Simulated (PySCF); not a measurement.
# C6H7OP3: the cost of one run

Computed with PySCF 2.14.0 and routines of our own; the level stands in each step. Atoms count from 0.

## (1) The starting structure

17 atoms, charge 0, multiplicity 1; geometry from: GFN2-xTB.

## (2) Vibronic structure: TDA BHandHLYP/def2-SV(P)

Job settings and geometry (Å):

```
{"job": {"kind": "vib", "xc": "BHandHLYP", "basis": "def2-SV(P)", "tda": true}, "charge": 0, "multiplicity": 1}
C      2.367738    -0.517645     1.042060
C      0.896305    -0.789986     0.846049
O      0.293115    -1.655726     1.439438
C      0.240973     0.125576    -0.092808
P      0.911014     1.711348    -0.791220
C     -0.666083     2.597407    -0.604367
P     -2.076378     1.705931    -0.439743
C     -1.159563     0.088394    -0.619841
C     -1.981354    -1.165155    -0.432478
P      0.201301    -0.004789    -1.954092
H      2.835003    -1.360644     1.543724
H      2.854069    -0.330097     0.086157
H      2.479892     0.369787     1.664588
H     -0.643162     3.675198    -0.561995
H     -2.311730    -1.240970     0.603013
H     -2.856777    -1.143967    -1.080543
H     -1.391361    -2.052631    -0.657852
```

Level: TDA BHandHLYP/def2-SV(P) vertical-gradient vibronic structure (displaced harmonic oscillators, Condon), gas phase.

Run with:

```sh
$ OMP_NUM_THREADS=1 python excited_run.py task.json out
```

The driver reads the jobs from task.json and runs them one after another.

Q: Estimate the wall time and peak memory of this first job on 1 thread of Arm Neoverse N1, shared host.

About 1.7 min, with a peak of 1 GiB.
